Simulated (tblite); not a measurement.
# C2H6BN2Si: the cost of one run

The runs use tblite 0.8.0 and PySCF 2.14.0, with density-fitted response routines of our own; the level of theory stands in each step. All values are computed, except where a source is named. Atoms are numbered from 0 throughout.

### Step 1. The molecule as given

12 atoms, charge 0, multiplicity 2; geometry from: force field or distance geometry start.

Bonds of the start (Å): C0–C1 1.22, C1–Si2 1.80, Si2–N3 1.80, N3–B4 1.52, B4–N5 1.52, C0–H6 1.05, Si2–H7 1.48, Si2–H8 1.47, N3–H9 1.03, B4–H10 1.19, N5–H11 1.05.

### Step 2. Geometry optimisation with GFN2-xTB

The job: settings as JSON, then the geometry in Å.

```
{"job": {"kind": "relax", "xc": "GFN2-xTB", "basis": "xTB"}, "charge": 0, "multiplicity": 2}
C      3.411700    -0.427600    -0.068600
C      2.277800     0.003800     0.054100
Si     0.603800     0.633800     0.264900
N     -0.564700    -0.499500    -0.493700
B     -1.962800     0.067100    -0.302900
N     -3.022000    -0.724100     0.440500
H      4.387600    -0.794100    -0.187200
H      0.500000     1.954500    -0.391400
H      0.302200     0.776600     1.696200
H     -0.369800    -0.526100    -1.506100
H     -2.244800     1.114200    -0.786800
H     -3.317700    -0.138100     1.255000
```

The run is started by

```bash
$ OMP_NUM_THREADS=1 python probes_run.py task.json out
```

This one command runs all jobs of the session in turn.

**Question.** How long does this first job take on 1 thread of Arm Neoverse N1, shared host?

About 1.2 s.
